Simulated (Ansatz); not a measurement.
This script for a charge-density difference against the sublattices of Ca3Pb, space group Pm-3m with the Python package of Ansatz (0.2.0) holds a mistake.

Script `drho.py`:
```python
"""Density of Ca3Pb less that of its sublattices."""

import ansatz as az
import numpy as np

VECTORS = np.array([
    [2.672385, 0.0, 0.0],
    [0.0, 2.672385, 0.0],
    [0.0, 0.0, 2.672385],
])
SITES = [
    ("Ca", (0.0, 0.5, 0.5)),
    ("Ca", (0.5, 0.5, 0.0)),
    ("Ca", (0.5, 0.0, 0.5)),
    ("Pb", (0.0, 0.0, 0.0)),
]


def crystal_on(cell):
    crystal = az.Crystal(lattice=az.Lattice.of(cell))
    for symbol, position in SITES:
        crystal = crystal.atom(symbol, position)
    return crystal

# same cell, cutoff and mesh for the crystal and its parts
def solve(crystal):
    return (
        crystal.calculation()
        .functional("pbesol")
        .occupations("Marzari-Vanderbilt", width=0.15)  # fractional filling near the Fermi level
        .scf(tolerance=1e-08, max_iterations=90)
        .basis(460, grid_basis="typed")
        .kpoints(9, 9, 9)
        .density()
        .run(threads=1)
    )


whole = solve(crystal_on(VECTORS))
difference = whole.density().channels[0].density_e_per_ang3.copy()
binding = whole.report["free_energy_ev"]
for element in ["Ca", "Pb"]:
    part = az.Crystal(lattice=az.Lattice.of(VECTORS))
    for symbol, position in SITES:
        if symbol == element:
            part = part.atom(symbol, position)
    alone = solve(part)
    difference -= alone.density().channels[0].density_e_per_ang3
    binding -= alone.report["free_energy_ev"]
    print(f"{element} sublattice: {alone.report['n_electrons']:g} electrons, {alone.report['n_iterations']} iterations")

voxel = abs(np.linalg.det(VECTORS)) / difference.size
print(f"energy of the crystal less its unpolarised sublattices: {binding / len(SITES):.4f} eV/atom")
print(f"net charge of the difference {difference.sum() * voxel:.5f} e, charge moved {0.5 * np.abs(difference).sum() * voxel:.3f} e")
print(f"extremes {difference.min():.4f} and {difference.max():.4f} e/A^3")
for (symbol, position) in SITES:
    index = tuple(int(round(p * n)) % n for p, n in zip(position, difference.shape))
    print(f"  change of the pseudo-density at the grid point nearest {symbol}: {difference[index]:+.4f} e/A^3")
```

```console
$ python drho.py
Ca sublattice: 30 electrons, 7 iterations
Pb sublattice: 14 electrons, 7 iterations
energy of the crystal less its unpolarised sublattices: 20.6612 eV/atom
net charge of the difference 0.00000 e, charge moved 0.464 e
extremes -0.1281 and 0.1587 e/A^3
  change of the pseudo-density at the grid point nearest Ca: +0.0210 e/A^3
  change of the pseudo-density at the grid point nearest Ca: +0.0210 e/A^3
  change of the pseudo-density at the grid point nearest Ca: +0.0210 e/A^3
  change of the pseudo-density at the grid point nearest Pb: +0.0613 e/A^3
```

The script ran to its end, but the result can't be trusted. Why?

The fault: the cell is far too small. The correction:

```diff
--- before
+++ after
@@ -6,5 +6,5 @@
 VECTORS = np.array([
-    [2.672385, 0.0, 0.0],
-    [0.0, 2.672385, 0.0],
-    [0.0, 0.0, 2.672385],
+    [5.049858, 0.0, 0.0],
+    [0.0, 5.049858, 0.0],
+    [0.0, 0.0, 5.049858],
 ])
@@ -32,3 +32,3 @@
         .basis(460, grid_basis="typed")
-        .kpoints(9, 9, 9)
+        .kpoints(5, 5, 5)
         .density()
```

The mended script runs so:

```console
$ python drho.py
Ca sublattice: 30 electrons, 7 iterations
Pb sublattice: 14 electrons, 7 iterations
energy of the crystal less its unpolarised sublattices: -1.4162 eV/atom
net charge of the difference -0.00000 e, charge moved 0.713 e
extremes -0.0601 and 0.1182 e/A^3
  change of the pseudo-density at the grid point nearest Ca: -0.0226 e/A^3
  change of the pseudo-density at the grid point nearest Ca: -0.0226 e/A^3
  change of the pseudo-density at the grid point nearest Ca: -0.0226 e/A^3
  change of the pseudo-density at the grid point nearest Pb: +0.1182 e/A^3
```

Reading the output:
- Cold and Methfessel-Paxton smearing aren't meant for a gap as narrow as their width.
- Spin-orbit coupling, which matters for elements this heavy, is left out.
- Grid values close to the nuclei reflect the PAW or pseudopotential construction, not the all-electron fields.
- The structure comes from a database of computed cells and needn't be a stable or known phase.
- Charge moved counts every rearrangement, bonding and polarisation too, and is no transfer between atoms; the bare sublattices are artificial references. Values near the nuclei depend on the potentials.
- The whole script took 4.7 s on 1 thread of Arm Neoverse V1, with other jobs on the host, peak memory 0.41 GiB.
